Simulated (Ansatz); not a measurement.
# GeNH5 (singlet): wave-function methods side by side, cc-pVDZ

How much of the correlation energy of GeNH5 (singlet) does each wave-function method recover here?

Method: cc-pVDZ, core rule «outside noble gas», up to 15 orbitals frozen; program: Ansatz 0.2.0, Gaussian basis.

Plan: UHF; CCSD(T) on RHF; BCCD(T) on RHF; CISD; CCSDT(Q) on RHF; CASSCF and MRCISD+Q, 8 electrons in 8 orbitals; CASSCF and NEVPT2, 8 electrons in 8 orbitals.

9 further runs of the same task are left out: 3 that didn't finish, 6 set aside as unsound or not needed.

### Step 1. The system

The geometry is a PBE0/def2-TZVP stationary point (not a proven minimum). No spin-orbit coupling is included. The filled d shell of Ge may be among the frozen orbitals whatever the setting's name suggests; the logs give the count.

7 atoms, charge 0, spin multiplicity 1.

Atoms are counted from 1 here; the program's logs count them from 0.

Bond lengths: Ge1–N2 1.843 Å, Ge1–H3 1.536 Å, Ge1–H4 1.536 Å, Ge1–H5 1.548 Å, N2–H6 1.011 Å, N2–H7 1.011 Å. Angles: N2–Ge1–H3 106.9°, N2–Ge1–H4 106.9°, N2–Ge1–H5 114.5°, H3–Ge1–H4 111.0°, H3–Ge1–H5 108.8°, H4–Ge1–H5 108.8°, Ge1–N2–H6 113.6°, Ge1–N2–H7 113.6°, H6–N2–H7 108.0°.

### Step 2. UHF

Contents of in.yaml:

```yaml
crystal:
  periodic: [false, false, false]
  atoms:
    - {symbol: Ge, position_ang: [-0.008963, 0.000000, 0.314184]}
    - {symbol: N, position_ang: [0.094298, 0.000000, -1.526389]}
    - {symbol: H, position_ang: [0.711090, -1.266227, 0.801499]}
    - {symbol: H, position_ang: [0.711092, 1.266226, 0.801499]}
    - {symbol: H, position_ang: [-1.451373, 0.000001, 0.875284]}
    - {symbol: H, position_ang: [-0.317629, -0.818085, -1.954801]}
    - {symbol: H, position_ang: [-0.317628, 0.818086, -1.954801]}
basis:
  gaussian: {orbitals: cc-pVDZ}
magnetization: {spin_polarized: true, initial_magnetization: 0}
hamiltonian: {xc: hf}
output: {orbitals: {seedname: orbitals}}
```

Launch:

```bash
ansatz run in.yaml --threads 1 --pin off --events-out ev --progress --plain --max-ram 2393MiB
```

Further steps of the session: CCSD(T) on RHF; BCCD(T) on RHF; CISD; CCSDT(Q) on RHF; CASSCF and MRCISD+Q, 8 electrons in 8 orbitals; CASSCF and NEVPT2, 8 electrons in 8 orbitals.

**Question.** What will the summary of the whole plan be? Wanted: RCCSDT(Q) below the RHF energy; RMP2 from RCCSDT(Q); RCCSD from RCCSDT(Q); RCCSD(T) from RCCSDT(Q); MRCISD+Q frontier from RCCSDT(Q); T1 diagnostic.

**Answer**, as computed:

```
                         quantity                                         value
   RCCSDT(Q) below the RHF energy                                    -8.7855 eV
              RMP2 from RCCSDT(Q)                                 +110.9 kJ/mol
             RCCSD from RCCSDT(Q)                                  +21.9 kJ/mol
          RCCSD(T) from RCCSDT(Q)                                   +3.3 kJ/mol
 MRCISD+Q frontier from RCCSDT(Q)                                   +2.4 kJ/mol
levels within 1 kcal/mol (43 meV)  RCCSD(T), BCCD(T), RCCSDT, MRCISD+Q frontier
                    T1 diagnostic                                         0.010
```

**Reading.** RCCSD(T) misses by +3.3 kJ/mol, 0.4 % of the correlation energy. These misses are within one basis, not against nature.
